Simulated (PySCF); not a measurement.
# [PdS2]+: structure of the quartet

Where does quartet [PdS2]+ go from a PBE minimum start, is the end point a minimum, and what are its modes, charges and moments?

Method: PBE, basis Pd def2-SVP with ECP28, S def2-SVP, scalar-relativistic core potentials, no spin–orbit coupling, density fitting; program: PySCF 2.14.0.

**1. Starting geometry**

3 atoms, charge 1, spin multiplicity 4.

Bond lengths: Pd1–S2 2.359 Å, Pd1–S3 2.359 Å, S2–S3 2.107 Å. Angles: S2–Pd1–S3 53.0°, Pd1–S2–S3 63.5°, Pd1–S3–S2 63.5°.

Z-matrix (Å, degrees; charge 1 multiplicity 4):
```
Pd
S  1 2.3595
S  2 2.1072 1 63.48
```

**2. The SCF at the typed geometry**

One driver script runs all steps and calls PySCF; scf.py shows how it sets up the SCF of each step. The optimiser is the driver's own. After this first run the driver tries any further starts and a stability analysis.

scf.py reads:

```python
from pyscf import gto, scf, dft
mol = gto.M(atom='''
Pd    -0.000000    -0.000000    -0.794376
S      1.053590    -0.000000     1.316824
S     -1.053590     0.000000     1.316824''',
    basis={'Pd': 'def2-SVP', 'S': 'def2-SVP'},
    ecp={'Pd': 'def2-SVP'},
    charge=1, spin=3)
mf = dft.UKS(mol, xc='PBE')
mf.grids.atom_grid = (50, 194)
aux = {'Pd': 'def2-universal-JKFIT', 'S': 'def2-universal-JKFIT'}
mf = mf.density_fit(auxbasis=aux)
mf.conv_tol = 1e-08
mf.diis_space = 10
mf.max_cycle = 60
mf.init_guess = 'minao'
mf.verbose = 4
mf.kernel()
```

On the command line:

```
$ OMP_NUM_THREADS=2 python axn.py task.json out
```

What it wrote:

```text
init E= -913.116265697843
[... the frontier-level lines of each cycle are left out ...]
cycle= 1 E= -921.187596357089  delta_E= -8.07  |g|= 1.58  |ddm|= 3.49
cycle= 2 E= -895.544932101234  delta_E= 25.6  |g|= 4.72  |ddm|= 7.49
cycle= 3 E= -921.697009120276  delta_E= -26.2  |g|= 1.68  |ddm|= 6.37
cycle= 4 E= -923.313906769376  delta_E= -1.62  |g|= 0.292  |ddm|=  1.6
cycle= 5 E= -923.366298542968  delta_E= -0.0524  |g|= 0.0819  |ddm|= 0.486
cycle= 6 E= -923.370079284606  delta_E= -0.00378  |g|= 0.0341  |ddm|= 0.292
cycle= 7 E= -923.370781438368  delta_E= -0.000702  |g|= 0.00807  |ddm|= 0.0838
cycle= 8 E= -923.370811319151  delta_E= -2.99e-05  |g|= 0.00369  |ddm|= 0.00767
cycle= 9 E= -923.370818387126  delta_E= -7.07e-06  |g|= 0.00142  |ddm|= 0.00339
cycle= 10 E= -923.370819349306  delta_E= -9.62e-07  |g|= 0.000538  |ddm|= 0.00246
cycle= 11 E= -923.370819504145  delta_E= -1.55e-07  |g|= 0.000178  |ddm|= 0.000593
cycle= 12 E= -923.37081952258  delta_E= -1.84e-08  |g|= 3.55e-05  |ddm|= 0.000286
cycle= 13 E= -923.370819523206  delta_E= -6.26e-10  |g|= 2.46e-05  |ddm|= 0.000164
Extra cycle  E= -923.370819521526  delta_E= 1.68e-09  |g|= 5.54e-05  |ddm|= 0.000172
converged SCF energy = -923.370819521526  <S^2> = 3.7532008  2S+1 = 4.0016001
```

This step, with its further starts and checks, took 18 s on 2 threads of Arm Neoverse N1, shared host.

The starts that the driver tried:

```tsv
start	energy (Eh)
the minimal-basis guess	-923.370820
a thermally smeared density	-923.376619
a smeared PBE density	-923.376619
```

The first run landed in a state that is too high. Following the other starts and the instabilities gains 15.2 kJ/mol (-923.37662 Eh), and the work goes on from there.

**3. Relaxation: PBE minimum start, quartet**

The program finds C2v symmetry in the start, which this walk keeps.

Changes to scf.py since step 2:

```diff
@@ -3,3 +3,3 @@
-Pd    -0.000000    -0.000000    -0.794376
-S      1.053590    -0.000000     1.316824
-S     -1.053590     0.000000     1.316824''',
+Pd     0.000000     0.000000    -0.794823
+S      1.053590     0.000000     1.316377
+S     -1.053590     0.000000     1.316377''',
@@ -16 +15,0 @@
-mf.init_guess = 'minao'
```

The optimiser's trace:

```tsv
step	energy (Eh)	change (kJ/mol)	largest symmetric gradient (Eh/bohr)
0	-923.376619	0.00	0.00027
```

The walk took 1.9 s.

Positions (Å) and forces (eV/Å) along the way:

```
step 0
Pd   0.000   0.000  -0.795   0.000   0.000  -0.003
S    1.054   0.000   1.316  -0.014   0.000   0.002
S   -1.054   0.000   1.316   0.014   0.000   0.002
```

It settles in C2v symmetry, 0.0 kJ/mol below the start, after 0 steps: Pd–S 2.359 Å (×2), S–S 2.107 Å; Pd–S–S 63.5° (×2), S–Pd–S 53.0°.

**4. Vibrations and properties at this point**

On the finer grid the gradient is checked again; gradients at displacements of ±0.02 bohr then give force constants and infrared intensities.

Changes to scf.py since step 3:

```diff
@@ -10 +10 @@
-mf.grids.atom_grid = (50, 194)
+mf.grids.atom_grid = (75, 302)
@@ -13 +13 @@
-mf.conv_tol = 1e-08
+mf.conv_tol = 1e-10
```

The driver hands on the density of the step before, so the log starts near convergence.

SCF at the final geometry:

```text
init E= -923.376685793543
[... the frontier-level lines of each cycle are left out ...]
cycle= 1 E= -923.3766857929  delta_E= 6.43e-10  |g|= 3.32e-05  |ddm|= 3.97e-05
cycle= 2 E= -923.376685768079  delta_E= 2.48e-08  |g|= 0.000206  |ddm|= 0.000246
cycle= 3 E= -923.376685793559  delta_E= -2.55e-08  |g|= 4.78e-07  |ddm|= 0.000212
cycle= 4 E= -923.37668579356  delta_E= -4.55e-13  |g|= 2.09e-07  |ddm|= 7.52e-07
Extra cycle  E= -923.37668579356  delta_E= -4.55e-13  |g|= 7.28e-07  |ddm|= 1.31e-06
converged SCF energy = -923.37668579356  <S^2> = 3.7561687  2S+1 = 4.0030832
```

The whole step took 28 s.

Geometry: C2v; Pd–S 2.359 Å (×2), S–S 2.107 Å; Pd–S–S 63.5° (×2), S–Pd–S 53.0°.

Modes, for the most abundant isotopes:

```tsv
symmetry	ω (cm⁻¹)	IR (km/mol)
b2	187	4.3
a1	212	0.4
a1	499	2.6
```

No imaginary mode, so this is a minimum.

Properties at this point:

```
Dipole moment about the centre of mass                          : 0.22 D
Highest occupied level                                          : -11.41 eV
Lowest empty level                                              : -12.42 eV
Rotational constants                                            : 0.2375, 0.09486, 0.06779 cm⁻¹
Zero-point energy                                               : 5.4 kJ/mol
Principal polarisabilities                                      : 29.6, 57.2, 60.7 bohr³
Principal traceless quadrupole moments about the centre of mass : -6.81, -1.00, 7.81 D Å
Entropy at 298.15 K and 1 bar (electronic part: spin only)      : 310.1 J/(mol K)
Heat capacity Cp at 298.15 K                                    : 53.9 J/(mol K)
Enthalpy at 298.15 K above 0 K                                  : 13.46 kJ/mol
Rotational symmetry number                                      : 2
Spin squared ⟨S²⟩                                               : 3.756
```

Populations by atom (charges in e):

```csv
atom,Mulliken,Löwdin,polar tensor,spin (Mulliken),Mayer order to Pd1
Pd1,0.51,0.05,0.57,0.92,–
"S2,3",0.24,0.47,0.22,1.04,0.96
```

Mulliken populations on Pd1 (outside its core potential): s 2.35, p 6.17, d 8.97, f 0.00.

**5. Summary of results**

```
                                          quantity                                                            value
                                           minimum                                                     quartet, C2v
                                          geometry  Pd–S 2.359 Å (×2), S–S 2.107 Å; Pd–S–S 63.5° (×2), S–Pd–S 53.0°
                                wavenumbers (cm⁻¹)                                     187 (b2), 212 (a1), 499 (a1)
                    dipole moment (centre of mass)                                                           0.22 D
highest occupied, lowest empty level (either spin)                                                -11.41, -12.42 eV
                        polar-tensor charge of Pd1                                                          +0.57 e
                                 zero-point energy                                                       5.4 kJ/mol
                               entropy at 298.15 K                                                  310.1 J/(mol K)
                                              ⟨S²⟩                                                            3.756
```

In words: The molecule stays C2v, as typed, and the end point is a minimum. An empty level of one spin lies below a filled level of the other, which hints that a lower spin is more stable. The strongest infrared band lies at 187 cm⁻¹ (b2). The first SCF alone would have been 15 kJ/mol too high. Only this shape and spin were tried, so other structures or states may lie lower. Open d and f shells are described by one determinant, and the ground state may have another occupation or spin.

The search up to here took 48 s.
